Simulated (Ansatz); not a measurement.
# FGaH2S2: the cost of one run

Program: Ansatz 0.2.0, Gaussian basis. Level of theory: the settings change from run to run. These are calculated values, not measurements.

## (1) The geometry

The geometry comes from an earlier relaxation with PBE0-D4 in a triple-zeta def2 set; it is a stationary point.

SMILES `[F][Ga]([SH])[SH]`, 6 atoms, charge 0, spin multiplicity 1.

Atoms are counted from 1 here; the program's logs count them from 0.

Bond lengths: F1–Ga2 1.750 Å, Ga2–S3 2.182 Å, Ga2–S4 2.179 Å, S3–H5 1.345 Å, S4–H6 1.344 Å. Angles: F1–Ga2–S3 116.5°, F1–Ga2–S4 116.1°, S3–Ga2–S4 127.4°, Ga2–S3–H5 91.7°, Ga2–S4–H6 92.8°.

## (2) SPW92/def2-TZVPD

Options: high accuracy.

Input file in.yaml:

```yaml
crystal:
  periodic: [false, false, false]
  atoms:
    - {symbol: F, position_ang: [-0.626029, -1.922445, 0.638851]}
    - {symbol: Ga, position_ang: [-0.261857, -0.306596, 0.073455]}
    - {symbol: S, position_ang: [1.824088, 0.322710, 0.197267]}
    - {symbol: S, position_ang: [-1.949505, 0.850235, -0.676120]}
    - {symbol: H, position_ang: [2.192452, -0.860328, 0.720543]}
    - {symbol: H, position_ang: [-1.179148, 1.916424, -0.953997]}
basis:
  gaussian: {orbitals: def2-TZVPD}
hamiltonian: {xc: {name: SPW92}}
accuracy: high
output: {forces: true}
```

Started as:

```
> ansatz run in.yaml --threads 4 --pin off --events-out ev --progress --plain --max-ram 10444MiB
```

**Question.** How long does this run take on 4 threads of Arm Neoverse V2, shared host, and how much memory does it need?

About 6.5 s, with a peak of 0.9 GiB.
